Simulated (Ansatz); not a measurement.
TaVN2:

```xyz
4
Lattice="3.0499 0.0000 0.0000 0.0000 3.0499 0.0000 0.0000 0.0000 4.2961" Properties=species:S:1:pos:R:3 pbc="T T T"
Ta    0.0000    0.0000    0.0000
V     1.5249    1.5249    2.1480
N     1.5249    1.5249    0.0000
N     0.0000    0.0000    2.1480
```

The cell comes from a database or a generator and needn't be the stable form of this composition.

Base run:

| Item | Value |
| --- | --- |
| Program | Ansatz 0.2.0 |
| Functional | PBE |
| Potentials or basis | Ansatz PAW |
| Cutoff | 420 eV (not typed: the program's choice for these potentials) |
| k mesh | 9 × 9 × 6 |
| Occupations | fermi-dirac, width 0.05 eV |
| Spin | no spin polarisation |

Its results: band gap on the k mesh none (metal or under the smearing width); pressure -3.2 GPa.

Problem. The run is repeated on the same cell with these changes: spin from no spin polarisation to collinear spin, random start. What comes out?

Solution. Band gap on the k mesh none (metal or under the smearing width); pressure -0.8 GPa; net moment 1.14 μB per cell; site moments Ta -0.03; V +0.94; N +0.02, +0.03 μB.
